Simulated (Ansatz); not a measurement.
**CH₆O₂SiZn: small, medium and large basis sets**

One table from this session's results is given with a row withheld; the runs are named, their logs left out.

Program: Ansatz 0.2.0, Gaussian basis. Level of theory: one geometry, several basis sets. These are calculated values, not measurements.

Plan: PBE0-D4/def2-SVP; ωB97M-V/def2-SVP; PBE0-D4/def2-QZVPP; ωB97M-V/def2-QZVPP; the functionals' def2-TZVPP values are taken from earlier runs.

**Structure used throughout**

All runs share one geometry, relaxed beforehand with PBE0-D4 in a triple-zeta def2 set.

SMILES `C[O][Zn][O][SiH3]`, 11 atoms, charge 0, spin multiplicity 1.

Atoms are counted from 1 here; the program's logs count them from 0.

Bond lengths: C1–O2 1.402 Å, C1–H6 1.098 Å, C1–H7 1.098 Å, C1–H8 1.095 Å, O2–Zn3 1.759 Å, Zn3–O4 1.755 Å, O4–Si5 1.623 Å, Si5–H9 1.487 Å, Si5–H10 1.491 Å, Si5–H11 1.493 Å. Angles: O2–C1–H6 112.8°, O2–C1–H7 112.8°, O2–C1–H8 108.2°, H6–C1–H7 107.9°, H6–C1–H8 107.4°, H7–C1–H8 107.4°, C1–O2–Zn3 125.8°, O2–Zn3–O4 173.5°, Zn3–O4–Si5 142.7°, O4–Si5–H9 109.3°, O4–Si5–H10 111.3°, O4–Si5–H11 111.7°, H9–Si5–H10 108.5°, H9–Si5–H11 108.5°, H10–Si5–H11 107.4°.

Set-up of the first run:

File in.yaml:

```yaml
crystal:
  periodic: [false, false, false]
  atoms:
    - {symbol: C, position_ang: [-0.563988, 2.432564, -1.445328]}
    - {symbol: O, position_ang: [-1.315641, 1.536128, -0.672177]}
    - {symbol: Zn, position_ang: [-0.670239, 0.201921, 0.275455]}
    - {symbol: O, position_ang: [-0.202449, -1.135447, 1.311071]}
    - {symbol: Si, position_ang: [0.736776, -2.458002, 1.367712]}
    - {symbol: H, position_ang: [-0.012793, 1.936732, -2.255018]}
    - {symbol: H, position_ang: [0.157321, 3.007268, -0.849588]}
    - {symbol: H, position_ang: [-1.252435, 3.147965, -1.906980]}
    - {symbol: H, position_ang: [0.309733, -3.316665, 2.504119]}
    - {symbol: H, position_ang: [2.170623, -2.096284, 1.560769]}
    - {symbol: H, position_ang: [0.643101, -3.256180, 0.109965]}
basis:
  gaussian: {orbitals: def2-SVP}
hamiltonian: {xc: pbe0, dispersion: d4}
output: {orbitals: {seedname: orbitals}}
```

Launch:

```
$ ansatz run in.yaml --threads 2 --pin off --events-out ev --progress --plain --max-ram 22528MiB --backend cpu
```

Steps of the session up to this table: PBE0-D4 in def2-SVP; ωB97M-V in def2-SVP; PBE0-D4 in def2-QZVPP; ωB97M-V in def2-QZVPP.

One table of the session follows, with a row left open; its other results are not shown here.

It belongs to the step «Density functionals: the series». 

```
functional       basis  HOMO (eV)
   PBE0-D4    def2-SVP      -7.35
   PBE0-D4  def2-TZVPP          ?
   PBE0-D4  def2-QZVPP      -7.68
   ωB97M-V    def2-SVP      -9.74
   ωB97M-V  def2-TZVPP     -10.08
   ωB97M-V  def2-QZVPP     -10.10
```

**Question.** Estimate the row for PBE0-D4, def2-TZVPP.

**Answer.** HOMO (eV): -7.67. In the column «HOMO (eV)» it lies between PBE0-D4, def2-QZVPP (-7.68) and PBE0-D4, def2-SVP (-7.35).
